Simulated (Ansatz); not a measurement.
Born–Oppenheimer molecular dynamics of a periodic cell of 26 atoms, CaPH$_{5}$O$_{6}$ (host CaPH5O6, host structure Cc). It starts from an unrelaxed structure (largest force component 2.06 eV/Å).

The calculation used DFT PBEsol, scalar-relativistic, plane waves, PAW in Ansatz 0.2.0. Settings: accuracy low, cutoff 420 eV, k mesh 2x2x2, fermi-dirac smearing 0.05 eV, no spin polarisation.

| Property | Result |
| --- | --- |
| ensemble | NVE (velocity Verlet) |
| time step | 0.75 fs |
| steps asked | 70 |
| starting velocities drawn for | 2400 K |
| seed | 834329 |

First frame:

```xyz
26
Lattice="3.1687 -7.5710 0.0000 3.1687 7.5710 0.0000 -2.7890 0.0000 5.0915" Properties=species:S:1:pos:R:3
Ca 2.661 -2.614 3.819
Ca 4.056 2.614 1.273
H 3.008 -2.574 0.665
H 1.614 2.574 3.211
H 2.810 7.406 0.542
H 1.415 -7.406 3.088
H 2.291 6.234 1.408
H 0.897 -6.234 3.954
H 1.878 0.156 2.554
H 3.272 -0.156 0.009
H 1.278 -1.016 1.804
H -0.117 1.016 4.350
P -0.619 -2.691 3.753
P 0.776 2.691 1.208
O 0.216 -2.006 4.950
O 1.611 2.006 2.404
O 0.455 -3.304 2.884
O 1.849 3.304 0.338
O 1.745 5.955 3.069
O 3.140 -5.955 0.523
O 1.631 3.829 4.355
O 3.026 -3.829 1.809
O 2.732 6.444 0.596
O 1.338 -6.444 3.142
O 1.903 -0.824 2.487
O 0.509 0.824 5.032
```

(1) What does the run give?

(2) What happens to the structure?

(3) How do temperature and energy run in time?

## Answers

(1) The run went to its last step.

```
steps done                                               : 70
time covered                                             : 52.5 fs
mean temperature over the second half                    : 1110 K
spread of the potential energy over the second half      : 17.3 meV per atom
mean potential energy of the second half above the start : 161.8 meV per atom
```

The conserved energy stayed within 3.4 meV per atom of its start (net change 0.67 meV per atom), so there is no drift, though single steps change it by up to 55 meV in the whole system, a sign of fast motions only just resolved. The temperature averaged 0.46 of the 2400 K drawn at the start: a run that starts near a minimum puts about half its kinetic energy into the potential. A run of 0.052 ps of so small a system gives no equilibrium averages. Limits of this set-up: coarse k mesh, low accuracy level.

(2) Mean squared displacements from the first frame to the last, about the centre of mass: Ca 0.13 Å², H 0.29 Å², P 0.07 Å², O 0.19 Å². The details hang on the random start.

(3) 
```tsv
time (fs)	T (K)	potential energy less start (eV)	conserved less start (meV/atom)
0.0	2400	0.000	0.00
2.2	1996	1.353	1.81
4.5	1568	2.757	2.67
6.8	1854	1.774	0.34
9.0	1478	3.070	3.45
11.2	1743	2.130	0.26
13.5	1218	3.882	2.40
15.8	1242	3.793	1.99
18.0	1305	3.555	0.68
20.2	1296	3.582	0.57
22.5	1158	4.059	1.71
24.8	848	5.076	2.33
27.0	1031	4.454	1.23
29.2	1094	4.252	1.23
31.5	1134	4.122	1.16
33.8	1055	4.388	1.64
36.0	945	4.754	1.99
38.2	942	4.760	1.89
40.5	1366	3.350	0.36
42.8	1136	4.154	2.72
45.0	1233	3.793	0.87
47.2	1092	4.271	1.75
49.5	955	4.737	2.60
51.8	1371	3.332	0.32
```

Time of the run: 9.6 min on 1 thread of Arm Neoverse V1 (shared host), peak memory 0.65 GiB.
